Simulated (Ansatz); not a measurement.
# BFH4OS: the cost of one run

Method: RKS PBE0-D4/cc-pVDZ, in Ansatz 0.2.0.

**1. Starting point**

Bond lengths: B1–F2 1.670 Å, B1–H3 1.190 Å, B1–O4 1.410 Å, O4–H5 1.010 Å, B1–S6 2.190 Å, S6–H7 1.400 Å, S6–H8 1.401 Å. Angles: F2–B1–H3 120.0°, F2–B1–O4 120.0°, F2–B1–S6 71.6°, H3–B1–O4 120.0°, H3–B1–S6 105.4°, O4–B1–S6 92.8°, B1–O4–H5 109.5°, B1–S6–H7 109.5°, B1–S6–H8 62.2°, H7–S6–H8 116.8°.

Structure file:

```xyz
8

B     0.0000    0.0000    0.0000
F     0.0000    0.0000    1.6700
H     1.0305    0.0000   -0.5950
O    -1.2211    0.0000   -0.7050
H    -1.7308   -0.8467   -0.4965
S    -0.2739    2.0601    0.6906
H    -1.5750    2.4834    0.3940
H    -0.1407    1.0582    1.6601
```

**2. Pulling towards end A**

Springs on the bonds that form and break draw the guess towards this end; the thresholds are loose.

Input file input.yaml:

```yaml
crystal:
  periodic: [false, false, false]
  atoms:
    - { symbol: B, position_ang: [0.0, 0.0, 0.0] }
    - { symbol: F, position_ang: [0.0, 0.0, 1.67] }
    - { symbol: H, position_ang: [1.0305, 0.0, -0.595] }
    - { symbol: O, position_ang: [-1.2211, 0.0, -0.705] }
    - { symbol: H, position_ang: [-1.7308, -0.8467, -0.4965] }
    - { symbol: S, position_ang: [-0.2739, 2.0601, 0.6906] }
    - { symbol: H, position_ang: [-1.575, 2.4834, 0.394] }
    - { symbol: H, position_ang: [-0.1407, 1.0582, 1.6601] }
basis:
  gaussian: { orbitals: cc-pVDZ }
hamiltonian:
  xc: pbe0
  dispersion: d4
relax:
  f_tol: 0.15
  max_steps: 25
  restrain:
    - { distance: [0, 5], at: 3.09, k: 30.0 }
    - { distance: [7, 1], at: 2.12, k: 30.0 }
    - { distance: [0, 1], at: 1.32, k: 30.0 }
    - { distance: [7, 5], at: 1.4, k: 30.0 }
```

Launch:

```console
$ ansatz run input.yaml --threads 2 --pin off --max-ram 3072MiB --backend cpu --events-out ev --progress --plain --runs-dir out
```

**Question.** How long does this run take on 2 threads of Arm Neoverse V2, shared host, and how much memory does it need?

About 15 s, with a peak of 0.15 GiB.
